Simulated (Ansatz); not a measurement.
A nudged elastic band was laid between two geometries of a periodic cell of 17 atoms, CuSi16 (host Si, host structure diamond, interstitial Cu), cell charge +1.

All numbers below come from Ansatz, DFT PBE, scalar-relativistic, plane waves, PAW. Settings: PAW set soft_1, cutoff 420 eV, k mesh 2x2x2, fermi-dirac smearing 0.05 eV, no spin polarisation.

| Quantity | Value |
| --- | --- |
| movable images | 3 |
| climbing image | yes |
| spring | 2.0 eV/Å² |
| optimiser | fire |
| start path | IDPP |
| force threshold | 0.03 eV/Å |
| iteration limit | 80 |
| end points | relaxed |

Initial state:

```xyz
17
Lattice="0.0000 5.4300 5.4300 5.4300 0.0000 5.4300 5.4300 5.4300 0.0000" Properties=species:S:1:pos:R:3
Si 0.001 0.054 -0.004
Si 1.420 1.404 1.309
Si 2.744 2.775 -0.061
Si 4.030 4.074 1.398
Si 2.758 0.046 2.665
Si 4.115 1.398 4.006
Si 5.485 2.771 2.683
Si 6.837 4.124 4.017
Si 0.004 2.720 2.660
Si 1.239 3.951 4.195
Si 2.580 5.296 2.849
Si 4.031 6.747 4.070
Si 2.772 2.715 5.428
Si 4.118 4.138 6.742
Si 5.488 5.461 5.370
Si 6.790 6.746 6.828
Cu 9.359 6.639 6.940
```

Final state:

```xyz
17
Lattice="0.0000 5.4300 5.4300 5.4300 0.0000 5.4300 5.4300 5.4300 0.0000" Properties=species:S:1:pos:R:3
Si -0.052 0.051 -0.057
Si 1.301 1.384 1.296
Si 2.757 2.676 0.000
Si 4.046 4.132 1.300
Si 2.672 0.063 2.670
Si 4.028 1.406 4.021
Si 5.372 2.762 2.671
Si 6.786 4.080 4.021
Si 0.004 2.672 2.755
Si 1.304 4.133 4.040
Si 2.759 5.435 2.754
Si 4.214 6.653 4.209
Si 2.675 2.760 5.364
Si 4.019 4.071 6.788
Si 5.553 5.309 5.560
Si 6.791 6.848 6.785
Cu 8.294 7.999 8.307
```

Task: What changes between the two ends?

Result: Contacts lost: Si1–Cu17, Si4–Cu17, Si13–Cu17. Contacts made: Si3–Cu17, Si8–Cu17, Si14–Cu17. The atom that moves furthest is Cu17, by 2.20 Å; four of its nearest neighbours are Si11 2.33, Si9 2.42, Si1 2.42, Si13 2.43 Å at the first end and Si12 2.33, Si8 2.42, Si14 2.43, Si16 2.43 Å at the last.

Task: Give the energies along the band, and the barrier.

Result: It converged. The highest image is number 2 of 0 to 4, 0.035 eV above the ends, which have the same energy within 2 meV. A structure lower than the first end lies on the path between it and the top, so the climb from that side starts below the end, which may itself be a saddle point or a shallow side well. A structure lower than the last end lies on the path between it and the top, so the climb from that side starts below the end, which may itself be a saddle point or a shallow side well. By the program's own check the climbing image is of a kind that is not told: the force calls were inconclusive, a negative curvature could not be distinguished from the path's own, the only one lies far off the path, or fixed occupations may fill a level only in part (lowest curvatures found: -0.62 and 0.23 eV/Å²). Limits of this set-up: coarse k mesh, a small cell, in which the defect meets its images, charged cell in a uniform background, uncorrected.

```tsv
image	path coordinate (Å)	energy (eV)	Si1–Cu17 (Å)	Si4–Cu17 (Å)	Si13–Cu17 (Å)
0	0.00	0.000	2.42	2.57	2.43
1	0.66	-0.011	2.66	3.05	2.35
2	1.32	0.035	3.30	3.52	2.36
3	1.99	-0.011	4.06	4.02	2.52
4	2.67	0.000	4.59	4.32	2.96
```

Task: What is the geometry of the highest image?

Result: 
```xyz
17
Lattice="0.0000 5.4300 5.4300 5.4300 0.0000 5.4300 5.4300 5.4300 0.0000" Properties=species:S:1:pos:R:3
Si -0.125 0.131 0.134
Si 1.377 1.404 1.406
Si 2.766 2.668 0.012
Si 4.024 4.061 1.404
Si 2.766 0.009 2.671
Si 4.024 1.402 4.063
Si 5.413 2.666 2.669
Si 6.916 3.939 3.942
Si 0.072 2.768 2.771
Si 1.206 4.206 4.209
Si 2.660 5.349 2.786
Si 4.129 6.717 4.153
Si 2.661 2.783 5.352
Si 4.130 4.151 6.719
Si 5.584 5.294 5.296
Si 6.718 6.732 6.735
Cu 8.825 7.465 7.467
```

Run time: 13 min on 1 thread of Arm Neoverse V2 (shared host), peak memory 0.81 GiB.
